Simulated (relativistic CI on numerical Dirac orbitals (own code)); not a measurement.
**Cl⁺: one ion under different settings**

Aim: see what numerical and physical settings do to the SCF, the total energy and the lowest levels of Cl⁺.

Method: Dirac-Coulomb-Breit CI, KLI orbitals optimised for each configuration, model QED (radiative potential, 1s self-energy scaled to tabulated hydrogen-like ionisation energies), numerical settings as typed. Code: relativistic CI on numerical Dirac orbitals (own code) version 3.

### 1 The system

```
ion            : Cl⁺ (Cl II)
nuclear charge : 17
electrons      : 16
isotope        : A = 35
```

### 2 Usual settings

Settings, as recorded:

```ini
atom Cl  Z=17  charge=1  electrons=16
nucleus A=35  rms_radius_fm=3.3654
hamiltonian dirac-coulomb  breit=on  qed=on  c_scale=1
orbitals kli  potential=per-configuration
slater_scale 1
correlation none
mixing on
grid step=0.0125 r_max=51.4
scf mixing=0.4 start=green max_iterations=150 tolerance=2e-08 node_fill=0.05
configurations
  [Ne] 3s2 3p4
  [Ne] 3s 3p5
end
```

The run is started by

```console
$ python run_levels.py task.json out
```

task.json lists these runs, among others, and the program works through them in turn.

### 3 QED terms off

Settings: those of step 2 with these lines changed.

```diff
@@ -2,3 +2,3 @@
 nucleus A=35  rms_radius_fm=3.3654
-hamiltonian dirac-coulomb  breit=on  qed=on  c_scale=1
+hamiltonian dirac-coulomb  breit=on  qed=off  c_scale=1
 orbitals kli  potential=per-configuration
```

### 4 End of the grid 35.98

Settings, as recorded:

```ini
atom Cl  Z=17  charge=1  electrons=16
nucleus A=35  rms_radius_fm=3.3654
hamiltonian dirac-coulomb  breit=on  qed=on  c_scale=1
orbitals kli  potential=per-configuration
slater_scale 1
correlation none
mixing on
grid step=0.0125 r_max=35.98
scf mixing=0.4 start=green max_iterations=150 tolerance=2e-08 node_fill=0.05
configurations
  [Ne] 3s2 3p4
  [Ne] 3s 3p5
end
```

### 5 Node fill 0.01, Slater scale 0.6, tolerance 0.0001

Settings, as recorded:

```ini
atom Cl  Z=17  charge=1  electrons=16
nucleus A=35  rms_radius_fm=3.3654
hamiltonian dirac-coulomb  breit=on  qed=on  c_scale=1
orbitals kli  potential=per-configuration
slater_scale 0.6
correlation none
mixing on
grid step=0.0125 r_max=51.4
scf mixing=0.4 start=green max_iterations=150 tolerance=0.0001 node_fill=0.01
configurations
  [Ne] 3s2 3p4
  [Ne] 3s 3p5
end
```

### 6 Slater scale 0.6

Settings: those of step 5 with these lines changed.

```diff
@@ -8,3 +8,3 @@
 grid step=0.0125 r_max=51.4
-scf mixing=0.4 start=green max_iterations=150 tolerance=0.0001 node_fill=0.01
+scf mixing=0.4 start=green max_iterations=150 tolerance=2e-08 node_fill=0.05
 configurations
```

(Steps that only read results are left out.)

**Question.** What will these runs give? Wanted: lowest level, usual settings; total energy; first excitation.

As calculated:

| setting | total energy less usual (Ha) | largest shift of a level among the lowest eight of both runs, same label and place (cm⁻¹) | SCF iterations | time | lowest level | kind of change |
| --- | --- | --- | --- | --- | --- | --- |
| usual | 0 | 0 | 20 | 0.049 s | 3p4 3P2 | - |
| QED terms off | -0.0712 | 63.8 | 20 | 0.033 s | 3p4 3P2 | model term |
| end of the grid 35.98 | 0 | 0 | 20 | 0.049 s | 3p4 3P2 | numerical |
| node fill 0.01, Slater scale 0.6, tolerance 0.0001 | 0.0131 | 13900 | 14 | 0.045 s | 3p4 3P2 | model term |
| Slater scale 0.6 | 0.0127 | 13900 | 20 | 0.049 s | 3p4 3P2 | model term |

| quantity | value |
| --- | --- |
| lowest level, usual settings | 3p4 3P2 |
| total energy | -460.3214 Ha |
| first excitation | 701.0 cm⁻¹ |

In words: Among the runs whose levels can be followed, they move most under «Slater scale 0.6» (model term), by up to 13900 cm⁻¹. No visible change in the result comes from «end of the grid 35.98». Only the listed configurations are in the model. Near neutrality, missing correlation can shift configurations against each other by thousands of cm⁻¹.
